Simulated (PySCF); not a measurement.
# Cl3H2OYb (Yb(Cl)3(H2O)-): the cost of one run

Method: several levels, as the steps say, no spin–orbit coupling; program: PySCF 2.14.0.

1 further run of the same task is left out (for a known fault of the program).

### 1 The system as given

7 atoms, charge -1, spin multiplicity 1.

Bond lengths: Yb1–Cl2 2.695 Å, Yb1–Cl3 2.692 Å, Yb1–Cl4 2.645 Å, Yb1–O5 2.538 Å, Yb1–H6 2.656 Å, Yb1–H7 2.656 Å, O5–H6 0.979 Å, O5–H7 0.979 Å. Angles: Cl2–Yb1–Cl3 108.4°, Cl2–Yb1–Cl4 124.7°, Cl2–Yb1–O5 73.1°, Cl2–Yb1–H6 51.6°, Cl2–Yb1–H7 81.5°, Cl3–Yb1–Cl4 124.9°, Cl3–Yb1–O5 73.2°, Cl3–Yb1–H6 81.6°, Cl3–Yb1–H7 51.8°, Cl4–Yb1–O5 132.4°, Cl4–Yb1–H6 142.4°, Cl4–Yb1–H7 142.5°, O5–Yb1–H6 21.6°, O5–Yb1–H7 21.6°, H6–Yb1–H7 33.9°, Yb1–O5–H6 86.0°, Yb1–O5–H7 86.0°, H6–O5–H7 104.5° and more.

As a file:

```xyz
7

Yb   -0.00833   -0.31120   -0.32000
Cl    0.57700    1.98123    0.97135
Cl   -2.45790   -1.12120    0.44978
Cl    1.76114   -1.82550   -1.57409
O    -1.65101    1.44028   -1.14160
H    -1.25542    2.02962   -0.46736
H    -2.33119    0.93164   -0.65438
```

Formal oxidation states: Yb +2. Each metal's 14 4f electrons lie in its core potential, so multiplicities, spins and levels count the valence alone. An earlier session relaxed this geometry at PBE0, Yb lcecp-0-SVP with ECP60, Cl def2-SVP, O def2-SVP, H def2-SVP (singlet, point group Cs).

At PBE0 on the finer grid: E = -1489.345313 Eh, frontier levels not given, since the 4f levels lie in the core, Mulliken charge on Yb1 +0.45 e, largest force component 0.015 eV/Å. 

Levels to run: BLYP; revPBE; PBE0, TZVP. Hardware: 2 threads of Arm Neoverse V1, shared host.

### 2 BLYP

Input file run.py (the lines that set the calculation):

```python
mol = gto.M(atom='''
Yb    -0.00833    -0.31120    -0.32000
Cl     0.57700     1.98123     0.97135
Cl    -2.45790    -1.12120     0.44978
Cl     1.76114    -1.82550    -1.57409
O     -1.65101     1.44028    -1.14160
H     -1.25542     2.02962    -0.46736
H     -2.33119     0.93164    -0.65438''',
    basis={'Yb': 'lcecp-0-SVP', 'Cl': 'def2-SVP', 'O': 'def2-SVP', 'H': 'def2-SVP'},
    ecp={'Yb': 'lcecp-0-SVP'},
    charge=-1, spin=0)
mf = dft.RKS(mol, xc='BLYP')
mf.grids.atom_grid = (75, 302)  # f atoms: unpruned, at least (60, 302)
mf = mf.density_fit()  # fitting sets: Yb AutoAux, Cl def2-universal-JKFIT, O def2-universal-JKFIT, H def2-universal-JKFIT
mf.conv_tol = 1e-08; mf.max_cycle = 55
mf.kernel(dm0)  # dm0: the density of the relaxed state
```

Run with:

```bash
$ OMP_NUM_THREADS=2 python run.py
```

**Question.** How long does this run take on 2 threads of Arm Neoverse V1, shared host?

About 6.7 s.
